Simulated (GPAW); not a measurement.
AlN:

```xyz
4
Lattice="3.1130 0.0000 0.0000 -1.5565 2.6959 0.0000 0.0000 0.0000 4.9810" Properties=species:S:1:pos:R:3 pbc="T T T"
Al    0.0000    1.7973    4.9761
Al    1.5565    0.8986    2.4856
N     0.0000    1.7973    1.8977
N     1.5565    0.8986    4.3882
```

Base run:

- Program: GPAW 26.7.0
- Functional: LDA
- Potentials or basis: the program's PAW data sets (release 1.2.1) made for this functional
- Cutoff: 800 eV
- Basis: pw
- k mesh: 7 × 7 × 4
- Occupations: fermi-dirac, width 0.05 eV
- Spin: no spin polarisation

Its results: band gap on the k mesh 4.25 eV, direct.

The run is repeated on the same cell with these changes: functional from LDA to GLLB-SC. What comes out?

Band gap on the k mesh, kohn-sham part alone 4.64 eV, direct.

Caveats: a model potential gives levels but no total energy (some runs).
